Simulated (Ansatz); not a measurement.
# TaF3 (Pm-3m) in Ansatz: further runs

The runs below take TaF3 through relaxation of cell and atoms, with PBE+U.

Everything below comes from runs of Ansatz 0.2.0. Logs are shortened: lines on timing, memory, paths and dates and some standing lists are left out, and cuts for length are marked.

**1. The structure**

It takes space group Pm-3m (No. 221, cubic). Conventional cell: a = 3.901 Å, b = 3.901 Å, c = 3.901 Å, α = 90.00°, β = 90.00°, γ = 90.00°. Ta (site symmetry m-3m) has 6 F at 1.95 Å as nearest neighbours. Around F (site symmetry 4/mmm) lie 2 Ta at 1.95 Å.

**2. Relaxation of cell and atoms, PBE+U**

input.yaml reads:

```yaml
crystal:
  lattice:
    - [3.9012, 0.0, 0.0]
    - [0.0, 3.9012, 0.0]
    - [0.0, 0.0, 3.9012]
  atoms:
    - { symbol: Ta, position: [0.0, 0.0, 0.0] }
    - { symbol: F, position: [0.0, 0.0, 0.5] }
    - { symbol: F, position: [0.0, 0.5, 0.0] }
    - { symbol: F, position: [0.5, 0.0, 0.0] }
hamiltonian:
  xc: pbe
  pseudopotentials: { kind: paw }
  hubbard: { sites: [{ species: Ta, l: d, u_eff: 5.0 }] }
kpoints:
  mp_grid: { grid: [7, 7, 7] }
scf:
  occupations: { method: fermi_dirac, width: 0.05 }
output:
  forces: true
  stress: true
  eigenvalues: true
relax:
  f_tol: 0.01
  max_steps: 40
  cell: { stress_tol: 0.05 }
```

Potentials or basis: Ansatz PAW.

On the command line:

```
ansatz run input.yaml --threads 2 --pin off --max-ram 5632MiB --backend cpu --events-out ev --progress --plain --runs-dir out
```

Standard output:

```text
Warning: RAYON_NUM_THREADS=2 ignored (pool sized by the plan → 2); use --threads N
Ta: projections on atomic orbitals take those of the free atom [Kr 4d10 4f14] 5s2 5p6 5d3 6s2, of charge +0.00 (hamiltonian.pseudopotentials.projection_atoms); the dataset's partial waves leave at most 6.0e-5 of an orbital's norm unspanned inside its sphere
F: projections on atomic orbitals take those of the free atom [He] 2s2 2p5, of charge +0.00 (hamiltonian.pseudopotentials.projection_atoms); the dataset's partial waves leave at most 1.6e-8 of an orbital's norm unspanned inside its sphere
Engine: ansatz 0.2.0, aarch64-unknown-linux-gnu
Pseudopotentials: kind: paw
Pseudopotential: Ta, paw, valence charge 13, recommended cutoff 420 eV (normal), Ta.paw.azcp
Pseudopotential: F, paw, valence charge 7, recommended cutoff 420 eV (normal), F.paw.azcp
Functional definition: PBE
  parameter kappa = 0.804
  parameter beta = 0.06672455060314922
  exchange = pbe_x(kappa = kappa, mu = beta*pi^2/3)
  correlation = pbe_c(beta = beta)
Crystal: 4 atoms, lattice volume = 59.374 Å³
Basis set: ecut = 420 eV, 1189 PW (Γ), exchange–correlation on 54×54×54 points (8 copies of the dense FFT grid, shifted against one another)
Bands: 21, of which v1, the nominal top of the filled ones, is band 17 counted from 1 (16 counted from 0)
Symmetry: 48 space group operations
Space group: Pm-3m (ITA 221), of the structure as read, at distance tolerance 3.9e-5 Å
k-points: 20 of 343
Non-local potential: Ta, projectors of the file, l = 0: 3, l = 1: 2, l = 2: 2, l = 3: 1
Non-local potential: F, projectors of the file, l = 0: 2, l = 1: 2, l = 2: 1
PAW form: soft (Blöchl's): semilocal exchange-correlation on the pseudo side does not see the compensation charge
PAW one-centre angular grid: Ta, 590 points (default); XC on 64 Gauss nodes
PAW one-centre angular grid: F, 110 points (default); XC on 64 Gauss nodes
Initial density: superposition of atomic densities (chi_scale 0.1, normalization cell, long waves of neutral atoms under a Hubbard term (reshape's long-wave potential 0.01 eV rms, cloud 2.27 Å wide))
Initial wavefunctions: pseudopotential atomic-orbital guess
Functional: x = pbe(κ = 0.804, μ = 0.2195149727645171), c = pbe(β = 0.06672455060314922)
SCF iter   1: F=—  HF=-12354.815098 eV  |F-HF|=—  |Δ(HF+E_count)|=         —  Δρ=1.06e-1  dr2=7.80e0  ethr=3.10e-3  ⟨swp⟩=6.0  Hψ=2040  notcnv=0
preconditioner: auto → LDOS  [metal: Δε(μ)=0.050 eV  Ē_g=14.009 eV  σ=0.050 eV  W_gap=0.24  n_scr=18 (ndim 8)  ℏωp=24.6 eV  f_vac=0.181  D(μ)=4.43/eV (n_scr^D=56)  β→1.0]
SCF iter   2: F=—  HF=-12353.637457 eV  |F-HF|=—  |Δ(HF+E_count)|=    1.18e0  Δρ=7.09e-2  dr2=2.93e0  ethr=3.10e-3  ⟨swp⟩=3.0  Hψ=965  notcnv=0  defer=1
SCF iter   3: F=—  HF=-12353.050812 eV  |F-HF|=—  |Δ(HF+E_count)|=   5.87e-1  Δρ=5.75e-2  dr2=1.88e0  ethr=3.10e-3  ⟨swp⟩=2.3  Hψ=848  notcnv=0  defer=1
SCF iter   4: F=—  HF=-12352.470908 eV  |F-HF|=—  |Δ(HF+E_count)|=   5.80e-1  Δρ=3.57e-2  dr2=4.22e-1  ethr=3.10e-3  ⟨swp⟩=2.6  Hψ=829  notcnv=0  defer=1
SCF iter   5: F=—  HF=-12352.379873 eV  |F-HF|=—  |Δ(HF+E_count)|=   9.10e-2  Δρ=1.71e-2  dr2=5.96e-2  ethr=1.24e-3  ⟨swp⟩=3.0  Hψ=929  notcnv=0  defer=1
[... 132 lines left out ...]
basis re-selected at this cell: Δ(F+E_penalty+E_count) = -1.501e-4 eV, ΔP = +0.002 GPa vs the last step (what re-selecting the basis moved, of the pressure what is left beyond the Pulay correction that the steps carried, after the strain that the cell walked since its last selection, with what the two solves' SCF thresholds leave and, on support functions, any second-order correction that the steps lacked; it is no measure of the basis error at this ecutwfc). This SCF's stress stands 2.44e-3 GPa from its target on what of the cell is left free (relax.cell.stress_tol is 5.00e-2 GPa) and its largest allowed force component is 1.26e-29 eV/Å (relax.f_tol is 1.00e-2 eV/Å): within both
SCF converged after 5 iterations
Free energy (F): -12353.365015 eV
Harris-Foulkes:  -12353.365015 eV  (|F-HF|=6.91e-11)
Internal energy: -12353.325179 eV  (E = F + TS)
E sigma→0 (E₀):  -12353.345097 eV
Entropy (-TS):   -0.039836 eV (-9.959 meV/atom)
Fermi energy:    7.600418 eV
--- Per-component energies (eV) ---
  E_band       = -429.856904
  E_kinetic    = 985.768847
  E_local      = -3534.215486  (includes V_loc(G=0)·N_el)
  E_nonlocal   = 233.914830
  E_hartree    = 1350.170910
  E_xc         = -454.952380
  E_vxc        = -506.863279  (∫ρ·V_xc dr)
  E_hubbard    = 5.086170  (on-site DFT+U / exact-exchange correction)
  E_vhub       = 2.144904  (the Hubbard potential's part of the band-sum identity)
  E_paw        = -8998.311693  (= ΣΔE_a)
  E_vpaw       = -310.955028  (= ΣTr[D̂ρ^β])
  E_aug_tail   = 0.006430  (compensation charges beyond the density's cutoff)
  E_ewald      = -1940.792807
  E_smearing   = -0.039836  (= −TS)
  E_closure    = 0.000000  (closes the sum)
  Σ components = -12353.365015   (vs F -12353.365015, Δ=0.00e0)
--- Forces (eV/Å), atoms counted from 1 ---
  atom   1  Ta     0.00000000    -0.00000000    -0.00000000
  atom   2  F      0.00000000    -0.00000000     0.00000000
  atom   3  F      0.00000000     0.00000000     0.00000000
  atom   4  F     -0.00000000     0.00000000    -0.00000000
  max |Σ_I F_I| component: 1.67e-29 eV/Å
--- Stress (GPa, compression-positive) ---
        0.002444      -0.000000      -0.000000
       -0.000000       0.002444      -0.000000
       -0.000000      -0.000000       0.002444
  P = ⅓ Tr σ = 0.0024 GPa (0.024 kbar)
--- Band table (eV; the first three rows and the last of 20) ---
  k-point 0: bands = ["-63.1756", "-29.7467", "-29.7467", "-29.7467", "-19.9260", "-19.4642", "-19.4642", "-1.5875", "-1.5875", "-1.5875", "-0.4365", "-0.4365", "-0.4365", "-0.3673", "-0.3673", "-0.3673", "6.7609", "6.7609", "6.7609", "7.3428", "10.2920"]
  k-point 1: bands = ["-63.1754", "-29.7711", "-29.7464", "-29.7464", "-19.8828", "-19.4643", "-19.4188", "-1.8870", "-1.5706", "-1.5706", "-0.5883", "-0.5043", "-0.5043", "-0.3953", "-0.3953", "-0.3853", "6.7709", "6.9643", "6.9643", "7.6269", "10.3069"]
  k-point 2: bands = ["-63.1743", "-29.8262", "-29.7455", "-29.7455", "-19.8048", "-19.4643", "-19.2960", "-2.5984", "-1.5222", "-1.5222", "-0.7882", "-0.7146", "-0.7146", "-0.4247", "-0.3999", "-0.3999", "6.7935", "7.4249", "7.4249", "8.3276", "10.3402"]
  k-point 19: bands = ["-63.1744", "-29.8672", "-29.8666", "-29.8666", "-19.1980", "-19.1712", "-19.1712", "-3.5473", "-2.8683", "-2.8683", "-1.8601", "-1.8447", "-1.8447", "0.0872", "0.0872", "0.1019", "8.6921", "8.7104", "8.7104", "12.0820", "13.4396"]
Occupation matrices written to <dir>
--- Relaxed structure (7 steps of the walk, 7 accepted, 3 SCFs on fresh bases) ---
  F+E_penalty+E_count = -12353.36501522 eV   max|allowed force component| = 1.265e-29 eV/Å   (the final SCF, on the basis selected at the relaxed cell)
  cell:  # Å, volume = 71.7704 Å³
    - [4.155740520669604, 1.1234591342258885e-34, -1.300002712461384e-33]
    - [-1.4364227501888134e-33, 4.155740520669605, 0.0]
    - [-2.070374690216279e-33, 0.0, 4.155740520669605]
  atoms:
    - { symbol: Ta, position: [1.31647010792413e-34, -6.582350539624694e-35, -4.936762904714562e-35] }
    - { symbol: F, position: [-3.94941032377183e-34, -6.582350539615246e-35, 0.5] }
    - { symbol: F, position: [1.3164701079240176e-34, 0.5, -1.1519113444333943e-34] }
    - { symbol: F, position: [0.5, -6.582350539620999e-35, -1.1519113444333107e-34] }
```

occupation_matrices:

```text
# The occupation matrices of the corrected shells as a run of Ansatz 0.0.0 ended. An entry of
# hamiltonian.hubbard.sites starts from them by `starting_ns: <path of this file>`, where that key's refused
# combinations let it.
# Free energy -12353.365015 eV.
# projection_atom_Ta: [Kr 4d10 4f14] 5s2 5p6 5d3 6s2
# projection_atom_F: [He] 2s2 2p5
format: ansatz-occupation-matrices/1
state: converged
spin: unpolarized
projectors: all-electron-ortho-atomic
projection_frame: null
lattice: # Å
  - [4.155740520669604, 1.1234591342258885e-34, -1.300002712461384e-33]
  - [-1.4364227501888134e-33, 4.155740520669605, 0.0]
  - [-2.070374690216279e-33, 0.0, 4.155740520669605]
atoms: # fractions of the lattice vectors
  - {symbol: Ta, position: [1.31647010792413e-34, -6.582350539624694e-35, -4.936762904714562e-35]}
  - {symbol: F, position: [-3.94941032377183e-34, -6.582350539615246e-35, 0.5]}
  - {symbol: F, position: [1.3164701079240176e-34, 0.5, -1.1519113444333943e-34]}
  - {symbol: F, position: [0.5, -6.582350539620999e-35, -1.1519113444333107e-34]}
sites: # a site counts the atoms from 0
  - {site: 0, l: d, shell: 5, starting_ns: [{spin: up, occupation_matrix: site0_d}]} # 3.211 electrons, filled orbitals 0
occupation_matrices: # on the real harmonics m = 0, +1, -1, ... of the Cartesian axes; of spinors up first
  site0_d:
    matrix:
      - [0.17337936464890538, 0.0, 0.0, -4.607859233063394e-18, 6.776263578034403e-21]
      - [0.0, 0.41957622729176436, -1.0842021724855044e-19, 0.0, 0.0]
      - [0.0, 1.0842021724855044e-19, 0.41957622729176436, 0.0, 0.0]
      - [-6.342582709040201e-18, 0.0, 0.0, 0.17337936464890544, -1.4399560103323106e-20]
      - [-6.776263578034403e-21, 0.0, 0.0, -4.235164736271502e-21, 0.4195762272917643]
```

Wall time 16 s (2 threads of Arm Neoverse V1, shared host); peak memory 0.35 GiB.

What came out:

```
Free energy                            : -12353.3650 eV
Relaxed volume                         : 17.94 Å³/atom
Relaxed cell                           : a = 4.156 Å, b = 4.156 Å, c = 4.156 Å, α = 90.00°, β = 90.00°, γ = 90.00°
Space group after relaxing (to 0.05 Å) : Pm-3m (No. 221)
Energy gained by relaxing              : 229.2 meV/atom
Ionic steps                            : 10
Pressure after relaxing                : 0.0 GPa
Band gap on the k mesh                 : none (metal or under the smearing width)
```

The path:
| step | energy change (eV) | largest force (eV/Å) | volume (Å³) |
| --- | --- | --- | --- |
| 1 | 0.0000 | 0.0000 | 59.37 |
| 2 | -0.7901 | 0.0000 | 68.66 |
| 3 | -0.7976 | 0.0000 | 69.80 |
| 4 | -0.7972 | 0.0000 | 70.02 |
| 5 | -0.9033 | 0.0000 | 70.02 |
| 6 | -0.9112 | 0.0000 | 71.37 |
| 7 | -0.9104 | 0.0000 | 71.72 |
| 8 | -0.9168 | 0.0000 | 71.72 |
| 9 | -0.9166 | 0.0000 | 71.77 |
| 10 | -0.9168 | 0.0000 | 71.77 |

Final structure:
```cif
data_structure
_symmetry_space_group_name_H-M 'P 1'
_symmetry_Int_Tables_number 1
_cell_length_a 4.1557
_cell_length_b 4.1557
_cell_length_c 4.1557
_cell_angle_alpha 90.000
_cell_angle_beta 90.000
_cell_angle_gamma 90.000
_cell_volume 71.77
loop_
_atom_site_label
_atom_site_type_symbol
_atom_site_fract_x
_atom_site_fract_y
_atom_site_fract_z
_atom_site_occupancy
Ta1 Ta 0.00000 0.00000 0.00000 1
F1 F 0.00000 0.00000 0.50000 1
F2 F 0.00000 0.50000 0.00000 1
F3 F 0.50000 0.00000 0.00000 1
```

Levels at points of the mesh, in eV from the Fermi level:
| k point | band 14 | band 15 | band 16 | band 17 | band 18 | band 19 | band 20 | band 21 |
| --- | --- | --- | --- | --- | --- | --- | --- | --- |
| (0.00, 0.00, 0.00) | -7.97 | -7.97 | -7.97 | -0.84 | -0.84 | -0.84 | -0.26 | 2.69 |

Eigenvalues of the final occupation matrices:
| site | spin | trace | eigenvalues |
| --- | --- | --- | --- |
| site 1 | 1 | 1.61 | 0.17 0.17 0.42 0.42 0.42 |

Caveat: the electronic state changed during the relaxation; the volume moved by over 15 % at a fixed basis, so the end points are rough; the plane-wave basis is chosen anew once the cell has moved, so the energies of steps on either side of that aren't comparable; the pressure holds a Pulay correction of +0.5 GPa for the finite cutoff; U without spin polarisation on a metal has little footing.

**3. Relaxation of cell and atoms, PBE+U**

Changes to input.yaml since step 2:

```diff
@@ -13,3 +13,3 @@
   pseudopotentials: { kind: paw }
-  hubbard: { sites: [{ species: Ta, l: d, u_eff: 5.0 }] }
+  hubbard: { sites: [{ species: Ta, l: d, u_eff: 6.0 }] }
 kpoints:
@@ -22,2 +22,6 @@
   eigenvalues: true
+  write_density: true
+  write_potential: true
+  elf: true
+  volumetric_format: npy
 relax:
```

Potentials or basis: Ansatz PAW.

On the command line:

```
ansatz run input.yaml --threads 2 --pin off --max-ram 5632MiB --backend cpu --events-out ev --progress --plain --runs-dir out
```

Wall time 16 s (2 threads of Arm Neoverse V1, shared host); peak memory 0.36 GiB.

Results (log left out):

```yaml
Free_energy: -12352.3515 eV
Relaxed_volume: 18.03 Å³/atom
Relaxed_cell: a = 4.163 Å, b = 4.163 Å, c = 4.163 Å, α = 90.00°, β = 90.00°, γ = 90.00°
Space_group_after_relaxing_to_0.05_Å: Pm-3m (No. 221)
Energy_gained_by_relaxing: 239.3 meV/atom
Ionic_steps: 10
Pressure_after_relaxing: 0.0 GPa
Band_gap_on_the_k_mesh: none (metal or under the smearing width)
```

The path:
```tsv
step	energy change (eV)	largest force (eV/Å)	volume (Å³)
1	0.0000	0.0000	59.37
2	-0.8176	0.0000	68.49
3	-0.8318	0.0000	69.99
4	-0.8315	0.0000	70.27
5	-0.9423	0.0000	70.27
6	-0.9512	0.0000	71.69
7	-0.9504	0.0000	72.08
8	-0.9571	0.0000	72.08
9	-0.9569	0.0000	72.13
10	-0.9571	0.0000	72.13
```

Final structure:
```
CELL_PARAMETERS angstrom
4.16264 0.00000 0.00000
0.00000 4.16264 0.00000
0.00000 0.00000 4.16264
ATOMIC_POSITIONS crystal
Ta 0.00000 0.00000 0.00000
F 0.00000 0.00000 0.50000
F 0.00000 0.50000 0.00000
F 0.50000 0.00000 0.00000
```

Levels at points of the mesh, in eV from the Fermi level:
```tsv
k point	band 15	band 16	band 17	band 18	band 19	band 20
(0.00, 0.00, 0.00)	-7.95	-7.95	-0.82	-0.82	-0.82	-0.29
```

Eigenvalues of the final occupation matrices:
```csv
site,spin,trace,eigenvalues
site 1,1,1.59,0.17 0.17 0.42 0.42 0.42
```

Caveat: the electronic state changed during the relaxation; the volume moved by over 15 % at a fixed basis, so the end points are rough; the plane-wave basis is chosen anew once the cell has moved, so the energies of steps on either side of that aren't comparable; the pressure holds a Pulay correction of +0.5 GPa for the finite cutoff; U without spin polarisation on a metal has little footing. Spin-orbit coupling is left out, which matters for the levels of Ta.

**4. Relaxation of cell and atoms, PBE+U**

Changes to input.yaml since step 3:

```diff
@@ -13,3 +13,3 @@
   pseudopotentials: { kind: paw }
-  hubbard: { sites: [{ species: Ta, l: d, u_eff: 6.0 }] }
+  hubbard: { sites: [{ species: Ta, l: d, u_eff: 8.0 }] }
 kpoints:
@@ -22,6 +22,2 @@
   eigenvalues: true
-  write_density: true
-  write_potential: true
-  elf: true
-  volumetric_format: npy
 relax:
```

On the command line:

```
ansatz run input.yaml --threads 2 --pin off --max-ram 5632MiB --backend cpu --events-out ev --progress --plain --runs-dir out
```

Wall time 16 s (2 threads of Arm Neoverse V1, shared host); peak memory 0.35 GiB.

Results (log left out):

- Free energy: -12350.3473 eV
- Relaxed volume: 18.23 Å³/atom
- Relaxed cell: a = 4.178 Å, b = 4.178 Å, c = 4.178 Å, α = 90.00°, β = 90.00°, γ = 90.00°
- Space group after relaxing (to 0.05 Å): Pm-3m (No. 221)
- Energy gained by relaxing: 261.1 meV/atom
- Ionic steps: 10
- Pressure after relaxing: 0.0 GPa
- Band gap on the k mesh: none (metal or under the smearing width)

The path:
```
step  energy change (eV)  largest force (eV/Å)  volume (Å³)
   1              0.0000                0.0000        59.37
   2             -0.8795                0.0000        68.49
   3             -0.9058                0.0000        70.45
   4             -0.9055                0.0000        70.83
   5             -1.0269                0.0000        70.83
   6             -1.0381                0.0000        72.38
   7             -1.0372                0.0000        72.85
   8             -1.0445                0.0000        72.85
   9             -1.0444                0.0000        72.90
  10             -1.0445                0.0000        72.90
```

Final structure:
```cif
data_structure
_symmetry_space_group_name_H-M 'P 1'
_symmetry_Int_Tables_number 1
_cell_length_a 4.1775
_cell_length_b 4.1775
_cell_length_c 4.1775
_cell_angle_alpha 90.000
_cell_angle_beta 90.000
_cell_angle_gamma 90.000
_cell_volume 72.90
loop_
_atom_site_label
_atom_site_type_symbol
_atom_site_fract_x
_atom_site_fract_y
_atom_site_fract_z
_atom_site_occupancy
Ta1 Ta 0.00000 0.00000 0.00000 1
F1 F 0.00000 0.00000 0.50000 1
F2 F 0.00000 0.50000 0.00000 1
F3 F 0.50000 0.00000 0.00000 1
```

Levels at points of the mesh, in eV from the Fermi level:
```csv
k point,band 15,band 16,band 17,band 18,band 19,band 20
"(0.00, 0.00, 0.00)",-7.90,-7.90,-0.79,-0.79,-0.79,-0.35
```

Eigenvalues of the final occupation matrices:
```
  site  spin  trace               eigenvalues
site 1     1   1.56  0.16 0.16 0.41 0.41 0.41
```

Caveat: the electronic state changed during the relaxation; the volume moved by over 15 % at a fixed basis, so the end points are rough; the plane-wave basis is chosen anew once the cell has moved, so the energies of steps on either side of that aren't comparable; the pressure holds a Pulay correction of +0.5 GPa for the finite cutoff; U without spin polarisation on a metal has little footing. Spin-orbit coupling is left out, which matters for the levels of Ta.

**5. Summary**

```csv
U,gap on the mesh (eV),pressure (GPa),relaxed volume (Å³/atom)
Ta d U = 5 eV,none,0.0,17.94
Ta d U = 6 eV,none,0.0,18.03
Ta d U = 8 eV,none,0.0,18.23
```

Alike in all rows: task relaxation of cell and atoms; level PBE+U; potentials or basis Ansatz PAW; no spin polarisation; cell relaxed; k mesh 7 × 7 × 7; cutoff (eV) 420; smearing fermi-dirac 0.05 eV.

Caveats: the electronic state changed during the relaxation; the volume moved by over 15 % at a fixed basis, so the end points are rough; the plane-wave basis is chosen anew once the cell has moved, so the energies of steps on either side of that aren't comparable; U without spin polarisation on a metal has little footing.

Absolute energies hang on the potentials; compare differences alone.
